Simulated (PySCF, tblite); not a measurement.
# C₆H₁₀F₂GeO: geometry, infrared bands and NMR shifts

Wanted: the infrared bands and NMR shifts of C₆H₁₀F₂GeO (`FC[C@@H](F)O[C@H]1C=C[CH2][GeH2]1`), by calculation.

The runs use tblite 0.8.0 and PySCF 2.14.0, with density-fitted response routines of our own; the level of theory stands in each step. All values are computed, except where a source is named. Atoms are numbered from 0 throughout.

## Step 1: Starting geometry

20 atoms, charge 0, multiplicity 1; geometry from: force field or distance geometry start.

Bonds of the start (Å): F0–C1 1.40, C1–C2 1.52, C2–F3 1.38, C2–O4 1.38, O4–C5 1.39, C5–C6 1.47, C6–C7 1.27, C7–C8 1.47, C8–Ge9 1.97, Ge9–C5 1.95, C1–H10 1.12, C1–H11 1.10, C2–H12 1.10, C5–H13 1.10, C6–H14 1.13, C7–H15 1.14, C8–H16 1.13, C8–H17 1.10, Ge9–H18 1.54, Ge9–H19 1.52.

## Step 2: Optimising the geometry with GFN2-xTB

The job: settings as JSON, then the geometry in Å.

```
{"job": {"kind": "relax", "xc": "GFN2-xTB", "basis": "xTB"}, "charge": 0, "multiplicity": 1}
F      3.776200     1.955400    -0.262400
C      2.511000     1.860800     0.326700
C      2.123400     0.398900     0.226200
F      3.052800    -0.388300     0.874000
O      0.840200     0.150700     0.672500
C     -0.030300    -0.397600    -0.265100
C     -0.610500    -1.598500     0.344900
C     -1.849600    -1.844900     0.261700
C     -2.751700    -0.936900    -0.465600
Ge    -1.648500     0.689900    -0.331500
H      2.604600     2.172200     1.399600
H      1.831500     2.500600    -0.253400
H      2.170800     0.094600    -0.830600
H      0.429400    -0.565800    -1.253400
H      0.084600    -2.295300     0.907700
H     -2.313100    -2.775900     0.739200
H     -3.708300    -0.780600     0.122900
H     -2.947100    -1.222900    -1.514200
H     -1.677200     1.499600    -1.639900
H     -1.893400     1.494700     0.937700
```

Launch:

```console
OMP_NUM_THREADS=1 python probes_run.py task.json out
```

The driver reads the jobs from task.json and runs them one after another.

**Question.** This job is followed by: GFN2-xTB harmonic vibrations, gas phase; GIAO PBE0/pcSseg-1 NMR shielding, non-relativistic, gas phase. What will the session give for the following? strongest single infrared mode (GFN2-xTB); zero-point energy (GFN2-xTB); 13C shifts against TMS (PBE0/pcSseg-1); 1H shifts against TMS (PBE0/pcSseg-1); 19F shifts against CFCl3 (PBE0/pcSseg-1); 17O shifts against H2O (PBE0/pcSseg-1); 73Ge shifts against GeMe4 (PBE0/pcSseg-1).

As calculated:

| quantity | value |
| --- | --- |
| strongest single infrared mode (GFN2-xTB) | 2053 cm⁻¹, 416 km/mol |
| zero-point energy (GFN2-xTB) | 89.7 kcal/mol |
| 13C shifts against TMS (PBE0/pcSseg-1) | 145.8, 141.9, 119.2, 89.0, 81.8, 17.2 ppm |
| 1H shifts against TMS (PBE0/pcSseg-1) | 6.62, 6.47, 5.62, 4.76, 4.68, 4.53, 4.39, 4.36, 2.14, 1.81 ppm |
| 19F shifts against CFCl3 (PBE0/pcSseg-1) | -145.0, -260.3 ppm |
| 17O shifts against H2O (PBE0/pcSseg-1) | 133.2 ppm |
| 73Ge shifts against GeMe4 (PBE0/pcSseg-1) | -110 ppm |

In words: Over 154 steps the energy fell by 0.964 eV; of the close pairs, C7–H15 changed most, 1.144 to 1.082 Å. All 54 modes are real, so the xTB geometry is a minimum. The strongest single mode, at 2053 cm⁻¹, moves mainly H19. Unscaled tight-binding wavenumbers are off by several per cent, some by more. Its intensities can rank the bands wrongly. At PBE0/pcSseg-1: The largest span, 234 ppm, is at Ge9, where the paramagnetic term is -1313 ppm. Spin-orbit coupling is left out, which matters for shieldings and couplings at and beside the heavy atoms.
